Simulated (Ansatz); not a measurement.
# Ti2InC: the cost of one run

Method: DFT r2SCAN, scalar-relativistic, plane waves, PAW, in Ansatz 0.2.0.

The COD entry's cell or inner coordinates are ideal or old and differ from later refinements, so a difference from it is no clean test against experiment.

## Step 1: The system as given

The structure is trigonal, space group R-3m (No. 166). Conventional cell: a = 3.395 Å, b = 3.395 Å, c = 17.921 Å, α = 90.00°, β = 90.00°, γ = 120.00°. Around Ti (site symmetry 3m) lie 3 C at 2.20 Å. Around In (site symmetry -3m) lie 6 Ti at 2.80 Å. C (site symmetry -3m) has 6 Ti at 2.20 Å as nearest neighbours.

Coordinates:

```
Ti In C
1.0
     1.69761    0.98012    5.97376
    -1.69761    0.98012    5.97376
     0.00000   -1.96023    5.97376
Ti In C
2 1 1
Direct
  0.22200 0.22200 0.22200
  0.77800 0.77800 0.77800
  0.00000 0.00000 0.00000
  0.50000 0.50000 0.50000
```

(A quick probe on a coarse mesh, which set the mesh and smearing, is not shown.)

## Step 3: The relaxation

File input.yaml:

```yaml
crystal:
  lattice:
    - [1.6976106304, 0.9801159544, 5.9737629969]
    - [-1.6976106304, 0.9801159544, 5.9737629969]
    - [0.0, -1.960231909, 5.9737629969]
  atoms:
    - { symbol: Ti, position: [0.222, 0.222, 0.222] }
    - { symbol: Ti, position: [0.778, 0.778, 0.778] }
    - { symbol: In, position: [0.0, 0.0, 0.0] }
    - { symbol: C, position: [0.5, 0.5, 0.5] }
basis:
  ecutwfc: 500
kpoints:
  mp_grid: { grid: [18, 18, 18] }
hamiltonian:
  xc: r2scan
scf:
  occupations: { method: gaussian, width: 0.1 }
output:
  forces: true
  stress: true
  eigenvalues: true
relax:
  adjacent_minimum: "off"
  f_tol: 0.01
  max_steps: 80
  cell: { stress_tol: 0.05 }
```

Launch:

```sh
$ ansatz run input.yaml --threads 1 --pin off --max-ram 2560MiB --backend cpu --events-out ev --progress --plain --runs-dir out
```

What time and memory should one allow on 1 thread of Arm Neoverse V2, shared host?

About 14 min, with a peak of 1.2 GiB.
